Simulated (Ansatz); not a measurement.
# Al2Cu: the cost of one run

Program: Ansatz 0.2.0. Level of theory: DFT PBEsol, scalar-relativistic, plane waves, PAW. These are calculated values, not measurements.

1 further run of the same task is left out (set aside as unsound or not needed).

### Step 1. The structure to begin with

Symmetry: I4/mcm, No. 140, tetragonal system. The conventional cell has a = 5.993 Å, b = 5.993 Å, c = 4.828 Å, α = 90.00°, β = 90.00°, γ = 90.00°. Around Al (site symmetry m2m) lie 4 Cu at 2.56 Å and 3 Al at 2.70 to 2.86 Å. Around Cu (site symmetry 422) lie 2 Cu at 2.41 Å and 8 Al at 2.56 Å.

Structure file:

```
Al Cu
1.0
    -2.99655    2.99655    2.41392
     2.99655   -2.99655    2.41392
     2.99655    2.99655   -2.41392
Al Cu
4 2
Direct
  0.15932 0.65932 0.81864
  0.65932 0.84068 0.50000
  0.84068 0.34068 0.18136
  0.34068 0.15932 0.50000
  0.75000 0.75000 0.00000
  0.25000 0.25000 0.00000
```

It is the result of an earlier relaxation at this level (volume 14.45 Å³/atom; gap on the mesh: none (metal)).

### Step 2. Zero of the scan

input.yaml reads:

```yaml
crystal:
  lattice:
    - [-2.9965506923, 2.9965506923, 2.4139243086]
    - [2.9965506923, -2.9965506923, 2.4139243086]
    - [2.9965506923, 2.9965506923, -2.4139243086]
  atoms:
    - { symbol: Al, position: [0.159319958, 0.659319958, 0.818639916] }
    - { symbol: Al, position: [0.659319958, 0.840680042, 0.5] }
    - { symbol: Al, position: [0.840680042, 0.340680042, 0.181360084] }
    - { symbol: Al, position: [0.340680042, 0.159319958, 0.5] }
    - { symbol: Cu, position: [0.75, 0.75, 0.0] }
    - { symbol: Cu, position: [0.25, 0.25, 0.0] }
basis:
  ecutwfc: 420
kpoints:
  mp_grid: { grid: [12, 12, 12] }
hamiltonian:
  xc: pbesol
scf:
  occupations: { method: gaussian, width: 0.15 }
output:
  forces: true
  stress: true
  eigenvalues: true
```

Run with:

```sh
ansatz run input.yaml --threads 2 --pin off --max-ram 5120MiB --backend cpu --events-out ev --progress --plain --runs-dir out
```

**Question.** How long does this run take on 2 threads of Arm Neoverse V1, shared host, and how much memory does it need?

About 15 s, with a peak of 0.58 GiB.
